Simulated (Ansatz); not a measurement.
# HOW: the cost of one run

Method: def2-QZVPP, core rule «outside noble gas», up to 5 orbitals frozen; program: Ansatz 0.2.0, Gaussian basis.

Plan: UHF; ROHF; CCSD(T) on UHF.

## 1. The geometry

The geometry is a PBE0/def2-TZVP stationary point (not a proven minimum). No spin-orbit coupling is included. Elements past krypton take def2 core potentials.

3 atoms, charge 0, spin multiplicity 6.

Atoms are counted from 1 here; the program's logs count them from 0.

Bond lengths: W1–O2 1.971 Å, W1–H3 1.725 Å. Angles: O2–W1–H3 121.7°.

## 2. UHF

File in.yaml:

```yaml
crystal:
  periodic: [false, false, false]
  atoms:
    - {symbol: W, position_ang: [0.000000, -0.016260, 0.151778]}
    - {symbol: O, position_ang: [0.000000, 0.098866, -1.815880]}
    - {symbol: H, position_ang: [0.000000, 1.396412, 1.141010]}
basis:
  gaussian: {orbitals: "def2-QZVPP.json"}
magnetization: {spin_polarized: true, initial_magnetization: 5}
hamiltonian: {xc: hf}
output: {orbitals: {seedname: orbitals}}
```

Run with:

```console
$ ansatz run in.yaml --threads 1 --pin off --events-out ev --progress --plain --max-ram 4096MiB --backend cpu
```

**Question.** How long does this run take on 1 thread of AMD EPYC 7R13, shared host, and how much memory does it need?

About 18 s, with a peak of 0.37 GiB.
